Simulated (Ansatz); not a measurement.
2 structures of LaS, a ranking of polymorphs by energy

Computed with the Ansatz DFT code, driven from Python.

Notebook, run cell by cell (the value of a cell's last expression is shown):

```python
import warnings

import ansatz as az
import numpy as np
import pandas as pd
```

```python
PHASES = {
    "P4/nmm": (
        [(4.075504, 0.0, 0.0), (0.0, 4.075504, 0.0), (0.0, 0.0, 10.60026)],
        [
            ("La", (0.0, 0.5, 0.621591)),
            ("La", (0.5, 0.0, 0.378409)),
            ("S", (0.5, 0.0, 0.654562)),
            ("S", (0.0, 0.5, 0.345438)),
        ],
    ),
    "Fm-3m": (
        [(0.0, 2.927, 2.927), (2.927, 0.0, 2.927), (2.927, 2.927, 0.0)],
        [
            ("La", (0.0, 0.0, 0.0)),
            ("S", (0.5, 0.5, 0.5)),
        ],
    ),
}
```

```python
def build(vectors, sites):
    crystal = az.Crystal(lattice=az.Lattice.of(vectors))
    for symbol, position in sites:
        crystal = crystal.atom(symbol, position)
    return crystal
```

```python
def solve(name, crystal):
    calc = (
        crystal.calculation()
        .functional("r2scan")
        .pseudopotentials("nc")
        .scf(tolerance=1e-06, max_iterations=100, extra_bands=6)
        .kpoints(spacing=0.26)
        .occupations("gaussian", width=0.1)
        .stress()
        .band_table()
    )
    calc = calc.relax(force_tolerance=0.02, cell=True)
    return calc.run(threads=1)
```

```python
def pressure_gpa(outcome):
    return float(np.trace(outcome.report["stress_gpa"]) / 3)
```

```python
def volume_per_atom(outcome):
    return abs(np.linalg.det(outcome.lattice.cell_ang)) / len(outcome.lattice.sites)
```

```python
warnings.simplefilter("ignore", az.DeckWarning)
```

```python
phases = {name: build(*cell) for name, cell in PHASES.items()}

done = {}
for name, crystal in phases.items():
    done[name] = solve(name, crystal)
    print(f"{name}: {done[name].report['energy_sigma0_ev']:.4f} eV, {len(done[name].lattice.sites)} atoms")
```

    P4/nmm: -3495.7600 eV, 4 atoms
    Fm-3m: -1748.5366 eV, 2 atoms

```python
energy = {name: o.report["energy_sigma0_ev"] / len(o.lattice.sites) for name, o in done.items()}
lowest = min(energy.values())
rows = [(name, len(o.lattice.sites), 1000 * (energy[name] - lowest), pressure_gpa(o), volume_per_atom(o)) for name, o in done.items()]
rows.sort(key=lambda row: row[2])
print(pd.DataFrame(rows, columns=["phase", "atoms", "dE (meV/atom)", "P (GPa)", "V (A^3/atom)"]).round(4).to_string(index=False))
```

     phase  atoms  dE (meV/atom)  P (GPa)  V (A^3/atom)
     Fm-3m      2         0.0000   0.0135       25.5356
    P4/nmm      4       328.3126  -0.0275       44.1557

By space group at the end of each run: Fm-3m (+0 meV an atom, 25.5 Å³) and P4/nmm (+328 meV an atom, 44.2 Å³).

What to keep in mind:
- These settings explore the input space; cutoff and mesh may be short of convergence.
- Such functionals run on norm-conserving files made under PBE, which can move pressures by some GPa.
- The program warned that this SCF threshold is loose for forces or stresses.
- Pressure is positive in compression.
- The cells come from databases of deposited and of computed structures, and not all need be stable phases.
- The ranking holds among these structures alone, at zero temperature; the ground state may be another structure. Differences under about 40 meV an atom lie within the error of mesh and functional.
- The script silences the warnings on its input, which a real study should read.
- Finished in 8.9 min on 1 thread of Arm Neoverse V1, on a shared host, peak memory 2 GiB.

(Lines on the test bed's own set-up are left out of the output.)
